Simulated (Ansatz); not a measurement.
# SnH₂S + H₂S: a complex and its separated parts

The complex below is one end of an elementary step. How strongly is it bound against its free parts?

Method: PBE0-D4/def2-TZVP structures, single points in def2-TZVPP, no counterpoise correction; program: Ansatz 0.2.0, Gaussian basis.

Levels: SPW92, PBE-D4, BLYP-D4, r2SCAN-D4, B97M-V, PBE0-D4, B3LYP-D4, r2SCAN0-D4, BHLYP-D4, CAM-B3LYP-D4, wB97X-V, wB97M-V, B2PLYP, PBE-QIDH, RPA on PBE, Hartree-Fock, MP2, CCSD, CCSD(T).

Cores are frozen in the correlated methods. Filled d shells of the heavier atoms are correlated. Core potentials replace the inner electrons past krypton, and spin-orbit coupling is left out. B3LYP uses VWN-RPA correlation. B2PLYP carries no dispersion term here.

11 further runs of the same task are left out: 11 set aside as unsound or not needed.

### 1 The starting structure

The complex: 7 atoms, charge 0, spin multiplicity 1.

Atoms are counted from 1 here; the program's logs count them from 0.

Bond lengths: Sn1–S3 2.223 Å, Sn1–H5 1.716 Å, Sn1–H6 1.716 Å, S2–H4 1.345 Å, S2–H7 1.345 Å. Angles: S3–Sn1–H5 125.1°, S3–Sn1–H6 125.1°, H5–Sn1–H6 108.4°, H4–S2–H7 91.7°.

As a file:

```mol
H4S2Sn
  3D, bonds by distance, orders not assigned

  7  5  0  0  0  0  0  0  0  0999 V2000
   -0.9557   -0.1638    0.6945 Sn  0  0
    1.5658   -0.3716   -0.6650 S   0  0
   -1.7100    1.7075   -0.2399 S   0  0
    0.9081   -0.0966   -1.8055 H   0  0
   -1.3835   -1.7522    0.2053 H   0  0
   -0.1738   -0.2589    2.2193 H   0  0
    1.7490    0.9359   -0.4086 H   0  0
  1  3  8  0
  1  5  8  0
  1  6  8  0
  2  4  8  0
  2  7  8  0
M  END
```

Its parts: SnH₂S holds atoms 1, 3, 5, 6; H₂S holds atoms 2, 4, 7. Each part counts its atoms afresh in its own runs.

### 2 Relaxing SnH₂S alone

File relax-a/in.yaml:

```yaml
crystal:
  periodic: [false, false, false]
  atoms:
    - {symbol: Sn, position_ang: [-0.955724, -0.163808, 0.694474]}
    - {symbol: S, position_ang: [-1.710000, 1.707472, -0.239950]}
    - {symbol: H, position_ang: [-1.383535, -1.752216, 0.205313]}
    - {symbol: H, position_ang: [-0.173760, -0.258941, 2.219256]}
basis:
  gaussian: {orbitals: def2-TZVP}
hamiltonian: {xc: pbe0, dispersion: d4}
relax: {f_tol: 0.005, max_steps: 200}
```

The command line of these runs was not kept.

Further steps of the session: Relaxing H₂S alone; wB97M-V/def2-TZVPP; CCSD(T)/def2-TZVPP; CCSD(T)/def2-QZVPP; Vibrations of SnH₂S; Vibrations of H₂S.

Q: Predict the outcome of this session. Wanted: complex less parts, CCSD(T)/def2-TZVPP; with zero-point energy; largest T1 diagnostic.

As calculated:

```
                              quantity      value
complex less parts, CCSD(T)/def2-TZVPP  -0.347 eV
                with zero-point energy  -0.256 eV
                 largest T1 diagnostic      0.021
```

In words: At CCSD(T) the complex lies 0.347 eV below its parts. The functionals run from B2PLYP, off by +0.023 eV, to SPW92, off by -0.291 eV, against CCSD(T). By rung, the mean size of the error is: LDA 0.291, GGA 0.088, meta-GGA 0.110, hybrid 0.122, range-separated hybrid 0.104, double hybrid 0.066 eV. PBE-D4 gives a relative energy 0.136 eV too low, outside chemical accuracy (1 kcal/mol, 0.043 eV). No counterpoise was applied, and triple zeta lacks some correlation, so the CCSD(T) reference has a basis error of its own, and close matches with it are partly luck.
